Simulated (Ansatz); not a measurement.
I need an SCF with some post-processing of Rb₂CuBiF₆, space group Fm-3m. Use the Python package of Ansatz (0.2.0). Settings: PBEsol, PAW, the default cutoff (420 eV here), 4×4×4 k-points, fixed occupations.

```
Rb Cu Bi F
1.0
     0.00000    4.52333    4.52333
     4.52333    0.00000    4.52333
     4.52333    4.52333    0.00000
Rb Cu Bi F
2 1 1 6
Direct
  0.75000 0.75000 0.75000
  0.25000 0.25000 0.25000
  0.50000 0.50000 0.50000
  0.00000 0.00000 0.00000
  0.74660 0.25340 0.25340
  0.25340 0.25340 0.74660
  0.25340 0.74660 0.74660
  0.25340 0.74660 0.25340
  0.74660 0.25340 0.74660
  0.74660 0.74660 0.25340
```

`run_analyse.py`:
```python
"""One SCF of Rb2CuBiF6 and its post-processing."""

from collections import defaultdict
from pathlib import Path
import warnings

import ansatz as az
import numpy as np
from pymatgen.core import Structure
from scipy.ndimage import map_coordinates


def main() -> None:
    warnings.simplefilter("ignore", az.DeckWarning)

    vectors = np.array([
        [0.0, 4.523332, 4.523332],
        [4.523332, 0.0, 4.523332],
        [4.523332, 4.523332, 0.0],
    ])
    rb2cubif6 = (
        az.Lattice.of(vectors)
        .atom("Rb", (0.75, 0.75, 0.75))
        .atom("Rb", (0.25, 0.25, 0.25))
        .atom("Cu", (0.5, 0.5, 0.5))
        .atom("Bi", (0.0, 0.0, 0.0))
        .atom("F", (0.746601, 0.253399, 0.253399))
        .atom("F", (0.253399, 0.253399, 0.746601))
        .atom("F", (0.253399, 0.746601, 0.746601))
        .atom("F", (0.253399, 0.746601, 0.253399))
        .atom("F", (0.746601, 0.253399, 0.746601))
        .atom("F", (0.746601, 0.746601, 0.253399))
    )

    calculation = rb2cubif6.calculation()
    calculation = calculation.functional(az.Functional.PBESOL)
    calculation = calculation.kpoints(4, 4, 4)
    calculation = calculation.occupations("Fixed").compute(potential_components=True, density_of_states={"energy_step": 0.05, "projected": True}, density=True)
    with warnings.catch_warnings(record=True) as caught:
        warnings.simplefilter("always")
        out = calculation.run(threads=1)
    print("warnings raised:", sorted(w.category.__name__ for w in caught) or "none")
    rep = out.report

    for key in ("converged", "n_iterations", "n_electrons", "n_kpoints", "n_pw", "n_symmetry_ops", "free_energy_ev", "fermi_energy_ev"):
        print(f"{key:18s} {rep[key]}")

    folder = Path(out.write_results("parts"))
    text = (folder / "v_comp_z.tsv").read_text().splitlines()
    rows = np.array([line.split() for line in text if not line.startswith("#")], dtype=float)
    print(text[0])
    print(np.array2string(rows[:: max(len(rows) // 12, 1)], precision=3, suppress_small=True))

    dos = out.density_of_states()
    energy = np.asarray(dos.energies_ev) - dos.fermi_ev
    projected = out.projected_density_of_states()
    by_shell = defaultdict(float)
    for site in projected.sites:
        for shell in site.shells:
            for part in shell.curves:
                by_shell[f"{site.species} {'spdf'[shell.l]}"] += np.sum(part.g_bin_mean_per_ev, axis=0)
    print("E - E_F  " + " ".join(f"{name:>7s}" for name in by_shell))
    for e in np.arange(-6, 6 + 0.1, 1.0):
        print(f"{e:7.1f}  " + " ".join(f"{np.interp(e, energy, curve):7.3f}" for curve in by_shell.values()))

    final = Structure(out.lattice.cell_ang, [s.symbol for s in out.lattice.sites], [s.position_frac for s in out.lattice.sites])
    # the grid holds the pseudo-density, which differs from the true one inside the cores
    rho = out.density()
    total = sum(channel.density_e_per_ang3 for channel in rho.channels[:2])
    grid_cell = np.asarray(rho.fft_grid_basis) @ out.lattice.cell_ang
    partner = min(final.get_neighbors(final[0], 5.0), key=lambda n: n.nn_distance)
    line = np.linspace(final[0].coords, partner.coords, 11)
    points = (line @ np.linalg.inv(grid_cell)) * rho.dims
    values = map_coordinates(total, points.T, order=3, mode="grid-wrap")
    print(f"from {final[0].specie} to {partner.specie}, {partner.nn_distance:.3f} A")
    for t, value in zip(np.linspace(0, partner.nn_distance, 11), values):
        print(f"{t:7.3f} A  {value:9.4f} e/A^3")

    # count neighbours out to a fixed multiple of the shortest distance
    for index, (site, neighbours) in enumerate(zip(final, final.get_all_neighbors(5.5))):
        first = min(n.nn_distance for n in neighbours)
        shell = [n for n in neighbours if n.nn_distance < 1.1 * first]
        mean = sum(n.nn_distance for n in shell) / len(shell)
        print(f"atom {index} {site.specie.symbol}: {len(shell)} neighbours within 1.1 of the shortest distance, mean {mean:.3f} A")


if __name__ == "__main__":
    main()
```

```console
$ python run_analyse.py
warnings raised: ['DeckWarning']
converged          True
n_iterations       8
n_electrons        94.0
n_kpoints          8
n_pw               3695
n_symmetry_ops     48
free_energy_ev     -30072.68491715961
fermi_energy_ev    6.832169886026438
# z_ang	v_loc[eV]	v_h[eV]	v_xc[eV]
[[  0.     15.797 -13.844  -7.253]
 [  0.426  14.865 -12.066  -7.834]
 [  0.853   9.47   -6.156  -9.233]
 [  1.279  -3.585   2.796 -10.68 ]
 [  1.706  -9.808   7.873 -11.   ]
 [  2.132  -3.19    5.599  -9.819]
 [  2.559   2.768   3.429  -8.005]
 [  2.985   0.573   5.446  -6.823]
 [  3.412   0.573   5.446  -6.823]
 [  3.838   2.768   3.429  -8.005]
 [  4.265  -3.19    5.599  -9.819]
 [  4.691  -9.808   7.873 -11.   ]
 [  5.118  -3.585   2.796 -10.68 ]
 [  5.544   9.47   -6.156  -9.233]
 [  5.97   14.865 -12.066  -7.834]]
E - E_F     Rb s    Rb p    Cu s    Cu p    Cu d    Bi s    Bi p    Bi d     F s     F p
   -6.0    0.088   0.020   0.083   0.001   0.152   0.003   0.049   0.024   0.011   6.307
   -5.0    0.003   0.020   0.000   0.000   0.017   0.000   0.039   0.002   0.005  15.322
   -4.0    0.028   0.002   0.066   0.000   0.054   0.378   0.002   0.000   0.029   1.465
   -3.0    0.000   0.000   0.000   0.000   0.000   0.000   0.000   0.000   0.000   0.000
   -2.0    0.000   0.000   0.000   0.000   0.000   0.000   0.000   0.000   0.000   0.000
   -1.0    0.000   0.000   0.000   0.000   0.000   0.000   0.000   0.000   0.000   0.000
    0.0    0.000   0.000   0.000   0.000   0.193   0.004   0.001   0.000   0.001   0.026
    1.0    0.019   0.002   0.036   0.000   0.002   0.000   0.079   0.000   0.016   0.015
    2.0    0.086   0.017   0.001   0.000   0.068   0.001   3.292   0.000   0.176   0.780
    3.0    0.080   0.001   0.009   0.000   0.000   0.011   0.020   0.000   0.009   0.013
    4.0    0.561   0.011   1.659   0.000   0.004   0.039   0.721   0.000   0.084   0.616
    5.0    0.677   0.002   0.005   0.000   0.000   0.003   0.082   0.000   0.005   0.066
    6.0    0.904   0.004   0.060   0.000   0.004   0.001   0.045   0.000   0.004   0.134
from Rb to F, 3.199 A
  0.000 A     0.8596 e/A^3
  0.320 A     1.8407 e/A^3
  0.640 A     1.8579 e/A^3
  0.960 A     0.7111 e/A^3
  1.279 A     0.1696 e/A^3
  1.599 A     0.0529 e/A^3
  1.919 A     0.0742 e/A^3
  2.239 A     0.2903 e/A^3
  2.559 A     1.6073 e/A^3
  2.879 A     8.3104 e/A^3
  3.199 A    13.9510 e/A^3
atom 0 Rb: 12 neighbours within 1.1 of the shortest distance, mean 3.199 A
atom 1 Rb: 12 neighbours within 1.1 of the shortest distance, mean 3.199 A
atom 2 Cu: 6 neighbours within 1.1 of the shortest distance, mean 2.231 A
atom 3 Bi: 6 neighbours within 1.1 of the shortest distance, mean 2.292 A
atom 4 F: 2 neighbours within 1.1 of the shortest distance, mean 2.262 A
atom 5 F: 2 neighbours within 1.1 of the shortest distance, mean 2.262 A
atom 6 F: 2 neighbours within 1.1 of the shortest distance, mean 2.262 A
atom 7 F: 2 neighbours within 1.1 of the shortest distance, mean 2.262 A
atom 8 F: 2 neighbours within 1.1 of the shortest distance, mean 2.262 A
atom 9 F: 2 neighbours within 1.1 of the shortest distance, mean 2.262 A
```

What to keep in mind:
- Absolute energies stand on the zero of these potentials, so only differences at equal settings mean something. A total without «per atom» is that of the cell as typed.
- Spin is left out of this run.
- Spin-orbit coupling, left out here, can change this gap by several tenths of an eV, and inverted bands can meet off the mesh.
- With fixed filling the reported Fermi level is the top filled level among the k-points of the SCF.
- An absolute Fermi energy rests on an arbitrary zero of the periodic potential and has no direct meaning.
- Projections exist only for the shells that the potentials hold, some of them semicore, and samples at single energies can miss narrow peaks.
- The empty d shell of the heavier alkali and alkaline-earth atoms, which makes much of a conduction band, may have no channel.
- The crystal has a gap of about 0.92 eV on the mesh; bins of finite width blur the band edges.
- Without a Hubbard U or exact exchange, semilocal functionals often make such 3d compounds metallic or too weakly gapped.
- Spin-orbit coupling, which matters for elements this heavy, is left out.
- The fields are valence quantities on the plane-wave grid; their values near the nuclei depend on the potentials.
- This cell is a computed structure, which may not be the phase found in nature.
- The computed bands are complete only to about 6.0 eV above the Fermi level; beyond that the density of states is undercounted.
- Timing: 7.3 s on 1 thread of Arm Neoverse V1, on a shared host, peak memory 0.55 GiB.
